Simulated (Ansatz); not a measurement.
**CsH: a single-point run**

The task is a single-point run on CsH. The structure is shown as the input types it.

Method: DFT, r2SCAN, PAW with Ansatz's default frozen-core files, scalar-relativistic; levels and slopes on a fine mesh, independent-particle optical spectra, in Ansatz 0.2.0.

## 1. Starting point

Symmetry: Fm-3m, No. 225, cubic system. The conventional cell has a = 6.376 Å, b = 6.376 Å, c = 6.376 Å, α = 90.00°, β = 90.00°, γ = 90.00°. Cs (site symmetry m-3m) has 6 H at 3.19 Å as nearest neighbours. Around H (site symmetry m-3m) lie 6 Cs at 3.19 Å.

Structure file:

```
Cs H
1.0
     0.00000    3.18800    3.18800
     3.18800    0.00000    3.18800
     3.18800    3.18800    0.00000
Cs H
1 1
Cartesian
  0.0000 0.0000 0.0000
  3.1880 3.1880 3.1880
```

## 2. Running it

Input file input.yaml:

```yaml
crystal:
  lattice:
    - [0.0, 3.188, 3.188]
    - [3.188, 0.0, 3.188]
    - [3.188, 3.188, 0.0]
  atoms:
    - { symbol: Cs, position: [0.0, 0.0, 0.0] }
    - { symbol: H, position: [0.5, 0.5, 0.5] }
kpoints:
  mp_grid: { grid: [1, 1, 1] }
scf:
  occupations: { method: fixed }
  max_iter: 60
hamiltonian:
  xc: r2scan
  pseudopotentials: { kind: paw }
output:
  forces: true
  stress: true
  eigenvalues: true
  eigenstates:
    nscf_kmesh: { grid: [12, 12, 12] }
    de_dk: true
    e_range: [-9, 12.68060431305]
  optics:
    e_range: [0, 30]
    de: 0.2
    sigma: 0.1
    bands: { spectra_wanted_up_to: 30 }
    nscf_kmesh: { grid: [12, 12, 12] }
checkpoint:
  write: ck
  write_wavefunctions: false
```

Launch:

```bash
$ ansatz run input.yaml --threads 1 --pin off --max-ram 3072MiB --backend cpu --events-out ev --progress --plain --runs-dir out
```

Output:

```text
Engine: ansatz 0.2.0
Pseudopotentials: kind: paw
Pseudopotential: Cs, paw, valence charge 9, recommended cutoff 500 eV (meta_gga), Cs.paw.azcp
Pseudopotential: H, paw, valence charge 1, recommended cutoff 500 eV (meta_gga), H.paw.azcp
Functional definition: r2SCAN
  parameter k0 = 0.174
  parameter k1 = 0.065
  parameter a1 = 4.9479
  exchange = r2scan_x(k0 = k0, k1 = k1, a1 = a1)
  correlation = r2scan_c
Crystal: 2 atoms, lattice volume = 64.801 Å³
Basis set: ecut = 500 eV, 1639 PW (Γ), exchange–correlation on 144×144×144 points (64 copies of the dense FFT grid, shifted against one another)
Bands: 9, of which v1, the nominal top of the filled ones, is band 5 counted from 1 (4 counted from 0)
Symmetry: 48 space group operations
Space group: Fm-3m (ITA 225), of the structure as read, at distance tolerance 4.0e-5 Å
k-points: 1
Non-local potential: Cs, projectors of the file, l = 0: 3, l = 1: 2, l = 2: 2, l = 3: 2
Non-local potential: H, projectors of the file, l = 0: 2, l = 1: 1
PAW form: soft (Blöchl's): semilocal exchange-correlation on the pseudo side does not see the compensation charge
PAW frozen core: Cs, regenerated for the run's functional (the file was generated under x = pbe(κ = 0.804, μ = 0.2195149727645171), c = pbe(β = 0.06672455060314922))
PAW one-centre angular grid: Cs, 302 points (default); XC on 160 Gauss nodes
PAW one-centre angular grid: H, 302 points (default); XC on 160 Gauss nodes
Initial density: superposition of atomic densities (neutral atoms: chi_scale 0, normalization atom), corrected by the library's trained network
Initial wavefunctions: pseudopotential atomic-orbital guess
Functional: x = r2scan, c = r2scan; τ floored in thin density (d = 2e-4 eV/Å³)
SCF iter   1: F=—  HF=-5702.461615 eV  |F-HF|=—  |Δ(HF+E_count)|=         —  Δρ=1.99e-2  dr2=4.48e-1  dr2_τ=3.65e-3  ethr=1.77e-3  ⟨swp⟩=5.0  Hψ=61  notcnv=0  defer=1
preconditioner: auto → none  [insulator: Δε(μ)=7.463 eV  Ē_g=12.367 eV  n_scr=14 (ndim 8)  ℏωp=13.0 eV  f_vac=0.019  ε∞_Penn≈2.1]
SCF iter   2: F=—  HF=-5702.306406 eV  |F-HF|=—  |Δ(HF+E_count)|=   1.55e-1  Δρ=2.65e-3  dr2=8.27e-3  dr2_τ=9.99e-5  ethr=1.77e-3  ⟨swp⟩=3.0  Hψ=26  notcnv=0
SCF iter   3: F=—  HF=-5702.306000 eV  |F-HF|=—  |Δ(HF+E_count)|=   4.06e-4  Δρ=1.45e-3  dr2=9.30e-4  dr2_τ=3.26e-5  ethr=8.27e-5  ⟨swp⟩=3.0  Hψ=27  notcnv=0
SCF iter   4: F=—  HF=-5702.306197 eV  |F-HF|=—  |Δ(HF+E_count)|=   1.97e-4  Δρ=2.36e-4  dr2=4.68e-5  dr2_τ=3.14e-6  ethr=9.30e-6  ⟨swp⟩=3.0  Hψ=18  notcnv=0
SCF iter   5: F=—  HF=-5702.306197 eV  |F-HF|=—  |Δ(HF+E_count)|=   7.34e-8  Δρ=6.19e-5  dr2=4.17e-6  dr2_τ=1.20e-7  ethr=4.68e-7  ⟨swp⟩=3.0  Hψ=17  notcnv=0
SCF iter   6: F=—  HF=-5702.306200 eV  |F-HF|=—  |Δ(HF+E_count)|=   2.17e-6  Δρ=2.74e-6  dr2=2.95e-9  dr2_τ=5.51e-10  ethr=4.17e-8  ⟨swp⟩=2.0  Hψ=13  notcnv=0
SCF iter   7: F=—  HF=-5702.306198 eV  |F-HF|=—  |Δ(HF+E_count)|=   1.22e-6  Δρ=9.30e-7  dr2=9.15e-10  dr2_τ=2.50e-11  ethr=2.95e-11  ⟨swp⟩=2.0  Hψ=14  notcnv=0
SCF iter   8: F=—  HF=-5702.306198 eV  |F-HF|=—  |Δ(HF+E_count)|=  3.55e-11  Δρ=3.16e-7  dr2=1.00e-10  dr2_τ=2.29e-12  ethr=9.15e-12  ⟨swp⟩=2.0  Hψ=13  notcnv=0
SCF iter   9: F=-5702.306198 eV  HF=-5702.306198 eV  |F-HF|=9.09e-13  |Δ(HF+E_count)|=  2.73e-12  Δρ=1.63e-8  dr2=1.39e-13  dr2_τ=9.53e-15  ethr=1.00e-12  ⟨swp⟩=5.0  Hψ=61  notcnv=0
SCF 1 converged in 9 iterations: F = -5702.306198 eV  dr2 = 1.39e-13
NSCF: frozen V_eff on 72 k-points
Optics k sum: 0 of 72 k-points
[...]
NSCF: frozen V_eff on 1 k-points
NSCF: frozen V_eff on 72 k-points
output.optics: what the bands over the 52 summed would add to eps1, eps2 and the energy-loss function is held between a lower and an upper bound (2 Lanczos steps). eps1, eps2 and their loss function (loss_summed_bands) are given on every row as the summed bands alone make them. Along an axis, on a row where the two bounds hold the loss function to about 1 % of the greater of itself and 0.5 % of |1/eps|, its cell (loss_completed) is given, with the completed eps1 and eps2 that it is formed of (a cell that is left empty reads nan in the table and null in the record). The two bounds hold it so along every axis on all 151 rows up to 30.000 eV. The run works to bound the rows up to 30.000 eV and no higher ones: a peak of the loss function over that energy may be left empty with no warning. To have the run work for it, set output.optics.bands.spectra_wanted_up_to to a higher energy. perfect_screening_sum, loss_f_sum_n_eff and, beside carriers, perfect_screening_limit are those of loss_summed_bands: over the bounded function the two sums would run over rows that are not all bounded, and lack what the bands left out lay past the top of the energy grid. Bounded is said of the bands left out alone, which are those that the basis at basis.ecutwfc holds: it says nothing of that cutoff, of the k-point mesh, of what the sum inside its cells errs by (eps2_relative_error), of the factors of all_electron_strengths, nor of how far the SCF is converged. The bands left out are taken at the k-points, and what their mean over the points' cells stands off that by is in neither bound: the run's estimate of it, which the test of a row counts in, is 0.00 % of |eps| at the most among the values given; where the mean stood off by over 0.5 % the points' spread read 0.1 to 3 times that
SCF converged after 9 iterations
Free energy (F): -5702.306198 eV
Harris-Foulkes:  -5702.306198 eV  (|F-HF|=9.09e-13)
Internal energy: -5702.306198 eV  (E = F + TS)
E sigma→0 (E₀):  -5702.306198 eV
Fermi energy:    0.758565 eV
--- Per-component energies (eV) ---
  E_band       = -61.912443
  E_kinetic    = 157.675632
  E_local      = -270.043828  (includes V_loc(G=0)·N_el)
  E_nonlocal   = 31.228468
  E_hartree    = 91.916341
  E_xc         = -172.431090
  E_vxc        = -151.217982  (∫ρ·V_xc dr)
  E_paw        = -5094.016548  (= ΣΔE_a)
  E_vpaw       = -20.547989  (= ΣTr[D̂ρ^β])
  E_aug_tail   = -0.000325  (compensation charges beyond the density's cutoff)
  E_vtau       = 7.160892  (kinetic-family band-sum trace: ∫τ·v_τ [+ j·A + Jᵃ·Aᵃ] dr)
  E_ewald      = -446.684729
  E_core_change = 0.049879  (= ΣΔE_core)
  E_smearing   = -0.000000  (= −TS)
  E_closure    = 0.000000  (closes the sum)
  Σ components = -5702.306198   (vs F -5702.306198, Δ=0.00e0)
--- Forces (eV/Å), atoms counted from 1 ---
  atom   1  Cs    -0.00000000     0.00000000    -0.00000000
  atom   2  H      0.00000000    -0.00000000     0.00000000
  max |Σ_I F_I| component: 6.57e-31 eV/Å
--- Stress (GPa, compression-positive) ---
        9.785803       0.000000       0.000000
       -0.000000       9.785803      -0.000000
        0.000000      -0.000000       9.785803
  P = ⅓ Tr σ = 9.7858 GPa (97.858 kbar)
--- Band table (eV) ---
  k-point 0: bands = ["-18.2712", "-4.4812", "-4.4812", "-4.4812", "0.7586", "8.9302", "8.9610", "8.9610", "8.9610"]
--- Fermi surface from the table of eigenstates not read: on its mesh, or on one of the eight of every second point, the electrons fill whole bands (an insulator's do; a metal wants a denser output.eigenstates.nscf_kmesh) ---
```

It took 74 s on 1 thread of Arm Neoverse V2, shared host; peak memory 1.1 GiB.

## 3. A second look at the input

This run ends as converged. Convergence says nothing about whether the input makes sense.

In the input, kpoints.mp_grid.grid is [1, 1, 1]. One k-point can't sample the Brillouin zone of so small a cell.

To check: set kpoints.mp_grid.grid to [6, 6, 6].

## 4. Second run, to compare

Besides the cure, the input differs in scf.max_iter.

Edit input.yaml of step 2 so:

```diff
@@ -9,6 +9,5 @@
 kpoints:
-  mp_grid: { grid: [1, 1, 1] }
+  mp_grid: { grid: [6, 6, 6] }
 scf:
   occupations: { method: fixed }
-  max_iter: 60
 hamiltonian:
```

Launch:

```bash
$ ansatz run input.yaml --threads 1 --pin off --max-ram 3072MiB --backend cpu --events-out ev --progress --plain --runs-dir out
```

From the output:

```text
[...]
Basis set: ecut = 500 eV, 1639 PW (Γ), exchange–correlation on 144×144×144 points (64 copies of the dense FFT grid, shifted against one another)
[...]
k-points: 16 of 216
[...]
SCF iter   1: F=—  HF=-5702.386705 eV  |F-HF|=—  |Δ(HF+E_count)|=         —  Δρ=3.45e-3  dr2=1.10e-2  dr2_τ=7.12e-4  ethr=1.77e-3  ⟨swp⟩=4.9  Hψ=948  notcnv=0  defer=28
preconditioner: auto → none  [insulator: Δε(μ)=2.765 eV  Ē_g=12.090 eV  n_scr=14 (ndim 8)  ℏωp=13.0 eV  f_vac=0.019  ε∞_Penn≈2.2]
SCF iter   2: F=—  HF=-5702.390499 eV  |F-HF|=—  |Δ(HF+E_count)|=   3.79e-3  Δρ=9.77e-4  dr2=3.92e-4  dr2_τ=7.81e-5  ethr=1.10e-4  ⟨swp⟩=2.5  Hψ=384  notcnv=0  defer=28
[...]
SCF iter   7: F=—  HF=-5702.390673 eV  |F-HF|=—  |Δ(HF+E_count)|=   3.34e-9  Δρ=2.66e-7  dr2=2.84e-11  dr2_τ=4.69e-12  ethr=4.34e-12  ⟨swp⟩=2.0  Hψ=224  notcnv=0  defer=4
SCF iter   8: F=-5702.390673 eV  HF=-5702.390673 eV  |F-HF|=1.82e-12  |Δ(HF+E_count)|=  8.28e-11  Δρ=3.97e-8  dr2=4.99e-13  dr2_τ=7.51e-14  ethr=1.00e-12  ⟨swp⟩=8.4  Hψ=945  notcnv=0
[...]
SCF converged after 8 iterations
Free energy (F): -5702.390673 eV
[...]
E sigma→0 (E₀):  -5702.390673 eV
Fermi energy:    3.056981 eV
[...]
  P = ⅓ Tr σ = 0.0147 GPa (0.147 kbar)
[...]
```

Run time: 76 s. Hardware: 1 thread of Arm Neoverse V2, shared host; peak memory 1.1 GiB.

```
       run     ending   energy change  pressure (GPa)  gap (eV)  force (eV/Å)  cycles  time
 first try  converged  +42.2 meV/atom             9.8      8.17          0.00       9  74 s
second try  converged               0             0.0      2.68          0.00       -  76 s
```

## 5. Summary of results

```
                           quantity                    value
                          first try  converged, 9 SCF cycles
                 fault in the input              one k-point
                         second try  converged, 8 SCF cycles
energy (zero set by the potentials)            -5702.3907 eV
                           pressure                 0.01 GPa
                    gap on the mesh                  2.68 eV
                      largest force               0.000 eV/Å
```

In words: Both runs converge, but the first lies +42.2 meV/atom from the second; on mending, the pressure goes from 9.8 to 0.0 GPa, the gap on the mesh goes from 8.17 to 2.68 eV. The second, on usual settings, is the one to trust of the two, though its own convergence isn't tested here. The gap of the reference lacks spin-orbit coupling, though the cell holds Cs.

These are semilocal Kohn-Sham gaps, which aren't the measured quantity. Such gaps usually fall short of the measured ones.
